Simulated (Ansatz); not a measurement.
# Ti2In: the cost of one run

Method: DFT PBE, scalar-relativistic, plane waves, PAW, in Ansatz 0.2.0.

1 further run of the same task is left out (it didn't finish).

### Step 1. The structure to begin with

Symmetry: Fd-3m, No. 227, cubic system. The conventional cell has a = 7.619 Å, b = 7.619 Å, c = 7.619 Å, α = 90.00°, β = 90.00°, γ = 90.00°. Ti (site symmetry -3m) has 6 Ti at 2.69 Å as nearest neighbours. Around In (site symmetry -43m) lie 12 Ti at 3.16 Å and 4 In at 3.30 Å.

Structure file:

```xyz
6
Lattice="0.0000 3.8095 3.8095 3.8095 0.0000 3.8095 3.8095 3.8095 0.0000" Properties=species:S:1:pos:R:3 pbc="T T T"
Ti    2.8571    2.8571    0.9524
Ti    2.8571    0.9524    2.8571
Ti    0.9524    0.9524    0.9524
Ti    0.9524    2.8571    2.8571
In    5.7143    5.7143    5.7143
In    3.8095    3.8095    3.8095
```

Recipe of the guess: species swapped into a database cell of TaCr2 (Fd-3m, No. 227), with In on the Ta sites and Ti on the Cr sites. Lengths come from tabulated atomic sizes and are only a guess.

### Step 2. Probe: one point on a coarse mesh

input.yaml

```yaml
crystal:
  lattice:
    - [0.0, 3.80952631, 3.80952631]
    - [3.80952631, 0.0, 3.80952631]
    - [3.80952631, 3.80952631, 0.0]
  atoms:
    - { symbol: Ti, position: [0.125, 0.125, 0.625] }
    - { symbol: Ti, position: [0.125, 0.625, 0.125] }
    - { symbol: Ti, position: [0.125, 0.125, 0.125] }
    - { symbol: Ti, position: [0.625, 0.125, 0.125] }
    - { symbol: In, position: [0.75, 0.75, 0.75] }
    - { symbol: In, position: [0.5, 0.5, 0.5] }
basis:
  ecutwfc: 420
kpoints:
  mp_grid: { grid: [4, 4, 4] }
hamiltonian:
  xc: pbe
scf:
  occupations: { method: gaussian, width: 0.1 }
  lower_state_search: "off"
output:
  forces: true
  stress: true
  eigenvalues: true
```

The run is started by

```sh
> ansatz run input.yaml --threads 1 --pin off --max-ram 2560MiB --backend cpu --events-out ev --progress --plain --runs-dir out
```

**Question.** How long does this run take on 1 thread of Intel Xeon 6975P-C (Granite Rapids), shared host, and how much memory does it need?

About 1.6 s, with a peak of 0.42 GiB.
